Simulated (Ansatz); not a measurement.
# SiH(vinyl)3 (C6H10Si): structure and electronic state

Aim: characterise SiH(vinyl)3 (C6H10Si) as a singlet: its structure, frontier levels and distribution of charge.

Method: RKS PBE0-D4/def2-TZVP; program: Ansatz 0.2.0, Gaussian basis.

Levels to be run: relaxation at B3LYP-D4/def2-SVP; a single point at PBE0-D4/def2-TZVP.

3 further runs of the same task are left out: 1 that didn't finish, 2 set aside as unsound or not needed.

**1. Starting geometry**

17 atoms, charge 0, spin multiplicity 1.

Atoms are counted from 1 here; the program's logs count them from 0.

Bond lengths: Si1–H2 1.468 Å, Si1–C3 1.891 Å, Si1–C8 1.890 Å, Si1–C13 1.891 Å, C3–C4 1.323 Å, C3–H5 1.085 Å, C4–H6 1.078 Å, C4–H7 1.080 Å, C8–C9 1.323 Å, C8–H10 1.085 Å, C9–H11 1.078 Å, C9–H12 1.080 Å, C13–C14 1.323 Å, C13–H15 1.085 Å, C14–H16 1.078 Å, C14–H17 1.080 Å. Angles: H2–Si1–C3 110.9°, H2–Si1–C8 111.0°, H2–Si1–C13 110.9°, C3–Si1–C8 108.0°, C3–Si1–C13 108.1°, C8–Si1–C13 107.9°, Si1–C3–C4 125.1°, Si1–C3–H5 116.9°, C4–C3–H5 118.0°, C3–C4–H6 121.6°, C3–C4–H7 122.8°, H6–C4–H7 115.6°, Si1–C8–C9 125.2°, Si1–C8–H10 116.9°, C9–C8–H10 117.9°, C8–C9–H11 121.6°, C8–C9–H12 122.8°, H11–C9–H12 115.6° and more.

The start is a GFN2-xTB geometry.

**2. Relaxation at B3LYP-D4/def2-SVP**

Contents of in.yaml:

```yaml
crystal:
  periodic: [false, false, false]
  atoms:
    - {symbol: Si, position_ang: [0.000270, 0.007690, 0.200530]}
    - {symbol: H, position_ang: [0.016900, 0.014700, 1.668710]}
    - {symbol: C, position_ang: [1.745920, -0.209200, -0.492460]}
    - {symbol: C, position_ang: [2.812960, -0.532790, 0.220170]}
    - {symbol: H, position_ang: [1.873690, -0.056310, -1.558810]}
    - {symbol: H, position_ang: [2.753160, -0.698470, 1.283950]}
    - {symbol: H, position_ang: [3.793980, -0.649340, -0.216550]}
    - {symbol: C, position_ang: [-0.698710, 1.628920, -0.475350]}
    - {symbol: C, position_ang: [-0.961060, 2.705630, 0.247650]}
    - {symbol: H, position_ang: [-0.896130, 1.671710, -1.541170]}
    - {symbol: H, position_ang: [-0.786090, 2.728570, 1.311240]}
    - {symbol: H, position_ang: [-1.358200, 3.614430, -0.180370]}
    - {symbol: C, position_ang: [-1.070550, -1.405720, -0.455160]}
    - {symbol: C, position_ang: [-1.838560, -2.187130, 0.286700]}
    - {symbol: H, position_ang: [-1.047500, -1.582990, -1.525060]}
    - {symbol: H, position_ang: [-1.904200, -2.064870, 1.355890]}
    - {symbol: H, position_ang: [-2.435890, -2.984800, -0.129910]}
basis:
  gaussian: {orbitals: def2-SVP}
hamiltonian: {xc: {name: B3LYP}, dispersion: d4}
scf: {lower_state_search: "off"}
output: {orbitals: {seedname: orbitals}}
relax: {f_tol: 0.02, max_steps: 100}
```

Started as:

```bash
$ ansatz run in.yaml --threads 4 --pin off --events-out ev --progress --plain --max-ram 4787MiB
```

Further steps of the session: Single point, PBE0-D4/def2-TZVP.

**Question.** What will the summary of the whole plan be? Wanted: point group; commonest bond, hydrogen aside; HOMO, LUMO at PBE0-D4/def2-TZVP; dipole at B3LYP-D4/def2-SVP.

**Answer**, as computed:

| quantity | value |
| --- | --- |
| point group | C3v |
| commonest bond, hydrogen aside | C–Si, 3 of mean length 1.877 Å |
| HOMO, LUMO at PBE0-D4/def2-TZVP | -7.59, -0.62 eV |
| dipole at B3LYP-D4/def2-SVP | 0.39 D |

What this shows: The molecule keeps its bonding pattern by the stored test; the atoms moved 0.15 Å (rms). No usable vibrations, so a minimum isn't proven. The HOMO lies nearest to 6 C atoms about 14 % each and the LUMO to 4 C atoms about 16 % each; Si1 6 %.
